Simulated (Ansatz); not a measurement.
# Ga7P8 zinc blende off rod (Ga₇P₈H₂₆+): a spread of methods and bases

Aim: run Ga7P8 zinc blende off rod (Ga₇P₈H₂₆+) under a spread of inputs, and see what each costs and gives.

Method: the settings change from run to run; program: Ansatz 0.2.0, Gaussian basis.

### Step 1. The molecule

The structure was relaxed beforehand with r2SCAN-D4/def2-SVP.

41 atoms, charge 1, spin multiplicity 1.

Atoms are counted from 1 here; the program's logs count them from 0.

Bond lengths: Ga1–P8 2.446 Å, Ga1–P11 2.445 Å, Ga1–H16 1.555 Å, Ga1–H17 1.553 Å, Ga2–P9 2.398 Å, Ga2–P11 2.383 Å, Ga2–P12 2.378 Å, Ga2–H18 1.552 Å, Ga3–P8 2.393 Å, Ga3–P9 2.410 Å, Ga3–P13 2.351 Å, Ga3–H19 1.556 Å, Ga4–P10 2.381 Å, Ga4–P13 2.370 Å, Ga4–P14 2.378 Å, Ga4–H20 1.561 Å, Ga5–P12 2.447 Å, Ga5–P13 2.405 Å and more. Angles: P8–Ga1–P11 101.6°, P8–Ga1–H16 105.6°, P8–Ga1–H17 106.6°, P11–Ga1–H16 105.5°, P11–Ga1–H17 105.1°, H16–Ga1–H17 129.3°, P9–Ga2–P11 100.4°, P9–Ga2–P12 102.2°, P9–Ga2–H18 114.2°, P11–Ga2–P12 105.3°, P11–Ga2–H18 115.8°, P12–Ga2–H18 116.8°, P8–Ga3–P9 103.2°, P8–Ga3–P13 106.6°, P8–Ga3–H19 114.3°, P9–Ga3–P13 100.9°, P9–Ga3–H19 111.3°, P13–Ga3–H19 118.7° and more.

### Step 2. rPW86-PBE/STO-3G

This run has the search for lower states set to off.

File in.yaml:

```yaml
crystal:
  periodic: [false, false, false]
  atoms:
    - {symbol: Ga, position_ang: [-2.059801, 1.851672, -4.321485]}
    - {symbol: Ga, position_ang: [1.231497, -0.964928, -3.926436]}
    - {symbol: Ga, position_ang: [-1.654252, -0.921446, -0.903845]}
    - {symbol: Ga, position_ang: [1.355806, -1.252055, 1.529638]}
    - {symbol: Ga, position_ang: [1.171082, 1.991710, -0.823108]}
    - {symbol: Ga, position_ang: [-1.902486, -1.062747, 4.092304]}
    - {symbol: Ga, position_ang: [1.180967, 1.929597, 4.182412]}
    - {symbol: P, position_ang: [-2.759383, 0.690568, -2.285473]}
    - {symbol: P, position_ang: [-0.270479, -2.128760, -2.464078]}
    - {symbol: P, position_ang: [-0.190133, -2.369732, 2.954804]}
    - {symbol: P, position_ang: [-0.315185, 0.359833, -5.163874]}
    - {symbol: P, position_ang: [2.306592, 0.550673, -2.442818]}
    - {symbol: P, position_ang: [-0.025630, 0.248176, 0.323205]}
    - {symbol: P, position_ang: [2.473410, 0.216306, 3.029348]}
    - {symbol: P, position_ang: [-0.437051, 0.475419, 5.233696]}
    - {symbol: H, position_ang: [-3.246803, 1.704945, -5.315985]}
    - {symbol: H, position_ang: [-1.310699, 3.133281, -3.865666]}
    - {symbol: H, position_ang: [2.149383, -1.893651, -4.765924]}
    - {symbol: H, position_ang: [-2.616766, -1.879484, -0.143957]}
    - {symbol: H, position_ang: [2.242881, -2.153595, 0.614833]}
    - {symbol: H, position_ang: [0.168706, 2.828776, -1.673092]}
    - {symbol: H, position_ang: [2.297578, 2.530977, 0.110218]}
    - {symbol: H, position_ang: [-2.619494, -1.991109, 5.112277]}
    - {symbol: H, position_ang: [-2.576555, -0.257831, 2.933554]}
    - {symbol: H, position_ang: [0.422577, 2.660598, 3.029623]}
    - {symbol: H, position_ang: [2.095212, 2.575928, 5.260166]}
    - {symbol: H, position_ang: [-4.044371, 0.136008, -2.525798]}
    - {symbol: H, position_ang: [-3.140103, 1.700316, -1.363063]}
    - {symbol: H, position_ang: [-1.067763, -2.996483, -3.256391]}
    - {symbol: H, position_ang: [0.470103, -3.102139, -1.743669]}
    - {symbol: H, position_ang: [-0.811278, -3.375070, 2.167231]}
    - {symbol: H, position_ang: [0.540162, -3.209524, 3.838219]}
    - {symbol: H, position_ang: [-0.868716, -0.553011, -6.100514]}
    - {symbol: H, position_ang: [0.485033, 1.113064, -6.062946]}
    - {symbol: H, position_ang: [3.137975, 1.340992, -3.279871]}
    - {symbol: H, position_ang: [3.318797, -0.223789, -1.816316]}
    - {symbol: H, position_ang: [-0.788735, 0.897554, 1.332719]}
    - {symbol: H, position_ang: [3.516152, 0.828937, 2.286047]}
    - {symbol: H, position_ang: [3.262371, -0.568960, 3.912610]}
    - {symbol: H, position_ang: [-1.293238, 1.333673, 5.973637]}
    - {symbol: H, position_ang: [0.172633, -0.194698, 6.327800]}
basis:
  gaussian: {orbitals: STO-3G}
total_charge: 1
hamiltonian: {xc: {name: rPW86-PBE}}
scf: {lower_state_search: off}
```

The run is started by

```console
> ansatz run in.yaml --threads 2 --pin off --events-out ev --progress --plain --max-ram 32768MiB --backend cuda --devices 0, --max-vram 18GiB
```

The log of the run:

```text
Functional definition: rPW86-PBE
  name "rPW86-PBE"
  cite "Murray, Lee & Langreth, J. Chem. Theory Comput. 5, 2754 (2009) doi:10.1021/ct900365q"
  cite "Perdew, Burke & Ernzerhof, Phys. Rev. Lett. 77, 3865 (1996) doi:10.1103/PhysRevLett.77.3865"
  parent pbe
  exchange = rpw86_x
  correlation = pbe_c
these checks for a lower state are left out or cut short: stability, starts, cluster_reference, orbital_swaps, neighbouring_geometries, increment
2441 factors; integrals over basis functions are off by at most 4.9e-5 eV
mean field evaluation 1: about -428526.8339 eV, gradient 7.7e2 eV
mean field evaluation 2: about -434566.2925 eV, gradient 2.7e2 eV
mean field evaluation 4: about -428779.5972 eV, gradient 6.6e2 eV
mean field evaluation 8: about -436062.6643 eV, gradient 2.2e2 eV
mean field evaluation 16: about -436451.2765 eV, gradient 4.8e-1 eV
mean field -436451.05776567 eV, -16039.2805357362 hartree, gradient 1.7e-6 eV, S^2 0.000000; 0 other end points of the search recorded, 0 dependent functions left out
reference -436451.05796392 eV, -16039.2805430216 hartree; 181, 181 occupied and 43, 43 virtual orbitals, 2441 factors
Total energy: -436451.05796392 eV, -16039.2805430216 hartree
Checks for a lower state left out: stability, starts, cluster_reference, orbital_swaps, neighbouring_geometries, increment
```

Wall time 10 s (1 × H100 (card shared with other runs) with 2 threads of AMD EPYC 7R13, shared host); peak host memory 0.98 GiB.

### Step 3. PBE/def2-SVP

Options: multiplicity 3, density fitting with def2-universal-jkfit.

Changes to in.yaml since step 2:

```diff
@@ -45,5 +45,7 @@
 basis:
-  gaussian: {orbitals: STO-3G}
+  gaussian: {orbitals: def2-SVP, fitting: {mean_field: def2-universal-jkfit}}
 total_charge: 1
-hamiltonian: {xc: {name: rPW86-PBE}}
-scf: {lower_state_search: off}
+magnetization: {spin_polarized: true, initial_magnetization: 2}
+hamiltonian: {xc: {name: PBE}}
+scf: {omitted_lower_state_checks: [starts]}
+output: {forces: true}
```

Same command.

The log of the run, cut to the lines that bear on the results:

```text
Functional definition: PBE
  name "PBE"
  cite "Perdew, Burke & Ernzerhof, Phys. Rev. Lett. 77, 3865 (1996) doi:10.1103/PhysRevLett.77.3865"
  parent pbe
[...]
3354 factors; integrals over basis functions are off by at most 3.4e-1 eV
[...]
mean field -441214.22305205 eV, -16214.3236314209 hartree, gradient 2.8e-6 eV, S^2 2.001948; 0 other end points of the search recorded, 0 dependent functions left out
[...]
reference -441214.22315229 eV, -16214.3236351048 hartree; 182, 180 occupied and 316, 318 virtual orbitals, 3354 factors
Total energy: -441214.22315229 eV, -16214.3236351048 hartree
Atom 0 at    -2.059801     1.851672    -4.321485 Å, force     0.285911     0.177220     0.207436 eV/Å
Atom 1 at     1.231497    -0.964928    -3.926436 Å, force    -0.065260    -0.086488     0.019156 eV/Å
Atom 2 at    -1.654252    -0.921446    -0.903845 Å, force    -0.252082    -0.296214     0.285386 eV/Å
[...]
Atom 32 at    -0.868716    -0.553011    -6.100514 Å, force    -0.058532    -0.126899    -0.170810 eV/Å
Atom 33 at     0.485033     1.113064    -6.062946 Å, force     0.102837     0.180449    -0.239148 eV/Å
Atom 34 at     3.137975     1.340992    -3.279871 Å, force     0.208694     0.160032    -0.106016 eV/Å
Atom 35 at     3.318797    -0.223789    -1.816316 Å, force     0.165622    -0.108666     0.110419 eV/Å
Atom 36 at    -0.788735     0.897554     1.332719 Å, force    -0.124456     0.079461     0.181624 eV/Å
Atom 37 at     3.516152     0.828937     2.286047 Å, force     0.196360    -0.032889    -0.233777 eV/Å
Atom 38 at     3.262371    -0.568960     3.912610 Å, force     0.511376    -0.090468     0.360256 eV/Å
Atom 39 at    -1.293238     1.333673     5.973637 Å, force    -0.150747     0.184540     0.195044 eV/Å
Atom 40 at     0.172633    -0.194698     6.327800 Å, force     0.076695    -0.089052     0.167881 eV/Å
Dipole moment:     0.302398    -0.520947    -0.158048 e Å
Checks for a lower state left out: starts
```

Run time: 18 s. Hardware: 1 × H100 (card shared with other runs) with 2 threads of AMD EPYC 7R13, shared host; peak host memory 1.2 GiB.

Largest force 0.780 eV/Å, ⟨S²⟩ 2.002.

### Step 4. PBE0/def2-mTZVP

Options: density fitting with def2-universal-jkfit, D4 dispersion, relativity set to scalar.

Changes to in.yaml since step 3:

```diff
@@ -45,7 +45,5 @@
 basis:
-  gaussian: {orbitals: def2-SVP, fitting: {mean_field: def2-universal-jkfit}}
+  gaussian: {orbitals: def2-mTZVP, fitting: {mean_field: def2-universal-jkfit}}
 total_charge: 1
-magnetization: {spin_polarized: true, initial_magnetization: 2}
-hamiltonian: {xc: {name: PBE}}
+hamiltonian: {xc: {name: PBE0}, dispersion: d4, pseudopotentials: {relativity: scalar}}
 scf: {omitted_lower_state_checks: [starts]}
-output: {forces: true}
```

Same command.

The log of the run, cut to the lines that bear on the results:

```text
Functional definition: PBE0
  name "PBE0"
  cite "Adamo & Barone, J. Chem. Phys. 110, 6158 (1999) doi:10.1063/1.478522"
  cite "Perdew, Burke & Ernzerhof, Phys. Rev. Lett. 77, 3865 (1996) doi:10.1103/PhysRevLett.77.3865"
  parent pbe
[...]
3354 factors; integrals over basis functions are off by at most 6.1e-1 eV
[...]
mean field -444334.68126934 eV, -16328.9983557838 hartree, gradient 1.7e-5 eV, S^2 0.000000; 0 other end points of the search recorded, 0 dependent functions left out
reference -444334.68135154 eV, -16328.9983588047 hartree; 181, 181 occupied and 325, 325 virtual orbitals, 3354 factors
Total energy: -444336.93580409 eV, -16329.0812084080 hartree
Relativity: scalar
Checks for a lower state left out: starts
```

Run time: 9.5 s. Hardware: 1 × H100 (card shared with other runs) with 2 threads of AMD EPYC 7R13, shared host; peak host memory 1.1 GiB.

### Step 5. revPBE/def2-SVP

Set apart from the defaults: density fitting with def2-universal-jkfit, finite nuclei, relativity set to scalar.

Changes to in.yaml since step 4:

```diff
@@ -45,5 +45,5 @@
 basis:
-  gaussian: {orbitals: def2-mTZVP, fitting: {mean_field: def2-universal-jkfit}}
+  gaussian: {orbitals: def2-SVP, fitting: {mean_field: def2-universal-jkfit}, nuclear_model: gaussian}
 total_charge: 1
-hamiltonian: {xc: {name: PBE0}, dispersion: d4, pseudopotentials: {relativity: scalar}}
-scf: {omitted_lower_state_checks: [starts]}
+hamiltonian: {xc: {name: revPBE}, pseudopotentials: {relativity: scalar}}
+output: {forces: true}
```

Same command.

The log of the run, cut to the lines that bear on the results:

```text
Functional definition: revPBE
  name "revPBE"
  cite "Zhang & Yang, Phys. Rev. Lett. 80, 890 (1998) doi:10.1103/PhysRevLett.80.890"
  cite "Perdew, Burke & Ernzerhof, Phys. Rev. Lett. 77, 3865 (1996) doi:10.1103/PhysRevLett.77.3865"
[...]
3354 factors; integrals over basis functions are off by at most 3.4e-1 eV
[...]
mean field -444293.68762934 eV, -16327.4918673004 hartree, gradient 6.9e-5 eV, S^2 0.000000; 0 other end points of the search recorded, 0 dependent functions left out
[...]
reference -444293.68775578 eV, -16327.4918719469 hartree; 181, 181 occupied and 317, 317 virtual orbitals, 3354 factors
Total energy: -444293.68775578 eV, -16327.4918719469 hartree
Relativity: scalar
Atom 0 at    -2.059801     1.851672    -4.321485 Å, force    -0.081546     0.140474    -0.079506 eV/Å
Atom 1 at     1.231497    -0.964928    -3.926436 Å, force     0.104739    -0.072530    -0.097670 eV/Å
[...]
Atom 31 at     0.540162    -3.209524     3.838219 Å, force     0.103824    -0.136492     0.118037 eV/Å
Atom 32 at    -0.868716    -0.553011    -6.100514 Å, force    -0.077012    -0.135963    -0.153571 eV/Å
Atom 33 at     0.485033     1.113064    -6.062946 Å, force     0.124215     0.107649    -0.148132 eV/Å
Atom 34 at     3.137975     1.340992    -3.279871 Å, force     0.140516     0.115081    -0.131088 eV/Å
Atom 35 at     3.318797    -0.223789    -1.816316 Å, force     0.163643    -0.113592     0.076189 eV/Å
Atom 36 at    -0.788735     0.897554     1.332719 Å, force    -0.101811     0.086143     0.087928 eV/Å
Atom 37 at     3.516152     0.828937     2.286047 Å, force     0.155765     0.074371    -0.093307 eV/Å
Atom 38 at     3.262371    -0.568960     3.912610 Å, force     0.126574    -0.111162     0.114664 eV/Å
Atom 39 at    -1.293238     1.333673     5.973637 Å, force    -0.126267     0.126413     0.117702 eV/Å
Atom 40 at     0.172633    -0.194698     6.327800 Å, force     0.081169    -0.089022     0.175003 eV/Å
Dipole moment:     0.277635    -0.786868    -0.610518 e Å
```

Wall time 12 s (1 × H100 (card shared with other runs) with 2 threads of AMD EPYC 7R13, shared host); peak host memory 1.2 GiB.

Largest force 0.224 eV/Å.

### Step 6. All runs side by side

| level | charge | multiplicity | geometry | functions | energy (eV) | time |
| --- | --- | --- | --- | --- | --- | --- |
| rPW86-PBE/STO-3G | 1 | 1 | relaxed | 224 | -436451.058 | 10 s |
| PBE/def2-SVP | 1 | 3 | relaxed | 498 | -441214.223 | 18 s |
| PBE0/def2-mTZVP | 1 | 1 | relaxed | 506 | -444336.936 | 9.5 s |
| revPBE/def2-SVP | 1 | 1 | relaxed | 498 | -444293.688 | 12 s |

### Step 7. Outcome

```
                                         quantity                   value
                                             runs                       4
                                         quickest  PBE0/def2-mTZVP, 9.5 s
                                          slowest      PBE/def2-SVP, 18 s
spread of total energies, same state and geometry               7885.9 eV
```

What this shows: The times lie within a factor of two. The totals spread over 7886 eV; they can't be compared across methods or bases. Some of these runs are scalar-relativistic and others not, which shifts the totals of all-electron atoms past neon by several eV an atom and more; core potentials, where a basis has them, take the core out of the total altogether. At the r2SCAN-D4/def2-SVP geometry and in the same state, the sound runs without point charges leave forces up to 0.22 eV/Å (revPBE/def2-SVP).
